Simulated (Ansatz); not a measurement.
**C₃H₆BNO: small, medium and large basis sets**

Aim: see how fast density functionals converge with the basis set for C₃H₆BNO.

Method: one geometry, several basis sets; program: Ansatz 0.2.0, Gaussian basis.

Plan: PBE0-D4/def2-SVP; ωB97M-V/def2-SVP; PBE0-D4/def2-QZVPP; ωB97M-V/def2-QZVPP; the functionals' def2-TZVPP values are taken from earlier runs.

## 1. The geometry

All runs share one geometry, relaxed beforehand with PBE0-D4 in a triple-zeta def2 set.

SMILES `NB(O)C1C=C1`, 12 atoms, charge 0, spin multiplicity 1.

Atoms are counted from 1 here; the program's logs count them from 0.

Bond lengths: N1–B2 1.411 Å, N1–H7 1.004 Å, N1–H8 1.005 Å, B2–O3 1.376 Å, B2–C4 1.562 Å, O3–H9 0.958 Å, C4–C5 1.518 Å, C4–C6 1.518 Å, C4–H10 1.096 Å, C5–C6 1.280 Å, C5–H11 1.076 Å, C6–H12 1.076 Å. Angles: B2–N1–H7 121.5°, B2–N1–H8 125.1°, H7–N1–H8 113.4°, N1–B2–O3 122.2°, N1–B2–C4 120.2°, O3–B2–C4 117.6°, B2–O3–H9 114.2°, B2–C4–C5 120.9°, B2–C4–C6 120.8°, B2–C4–H10 116.5°, C5–C4–C6 49.9°, C5–C4–H10 116.2°, C6–C4–H10 116.2°, C4–C5–C6 65.1°, C4–C5–H11 144.0°, C6–C5–H11 150.9°, C4–C6–C5 65.1°, C4–C6–H12 144.0° and more.

## 2. PBE0-D4 in def2-SVP

Contents of in.yaml:

```yaml
crystal:
  periodic: [false, false, false]
  atoms:
    - {symbol: N, position_ang: [-1.759773, 0.591453, 0.736387]}
    - {symbol: B, position_ang: [-0.389100, 0.458514, 0.427853]}
    - {symbol: O, position_ang: [0.566938, 1.294956, 0.957048]}
    - {symbol: C, position_ang: [0.091235, -0.665430, -0.544020]}
    - {symbol: C, position_ang: [1.336839, -0.481528, -1.392111]}
    - {symbol: C, position_ang: [1.472322, -1.279572, -0.400828]}
    - {symbol: H, position_ang: [-2.447966, -0.025453, 0.343769]}
    - {symbol: H, position_ang: [-2.149180, 1.285731, 1.349602]}
    - {symbol: H, position_ang: [0.219518, 1.965475, 1.547290]}
    - {symbol: H, position_ang: [-0.685704, -1.315875, -0.961242]}
    - {symbol: H, position_ang: [1.743840, 0.043221, -2.238462]}
    - {symbol: H, position_ang: [2.077931, -1.926792, 0.208813]}
basis:
  gaussian: {orbitals: def2-SVP}
hamiltonian: {xc: pbe0, dispersion: d4}
output: {orbitals: {seedname: orbitals}}
```

Launch:

```bash
$ ansatz run in.yaml --threads 4 --pin off --events-out ev --progress --plain --max-ram 10444MiB
```

After this run come: ωB97M-V in def2-SVP; PBE0-D4 in def2-QZVPP; ωB97M-V in def2-QZVPP.

Before running them: what should the planned runs give, taken together? Wanted: PBE0-D4: double and triple zeta above quadruple; ωB97M-V: double and triple zeta above quadruple.

As calculated:

| quantity | value |
| --- | --- |
| PBE0-D4: double and triple zeta above quadruple | 8.82, 0.43 eV |
| ωB97M-V: double and triple zeta above quadruple | 9.08, 0.40 eV |

In words: PBE0-D4 gains 8.39 eV from double to triple zeta, then 0.43 eV more. These are total energies; as a rule much of such shifts cancels in differences, which this series doesn't test. The LUMO of ωB97M-V is positive and keeps falling with the basis (2.93 to 1.48 eV): an unbound level that the basis holds in place.
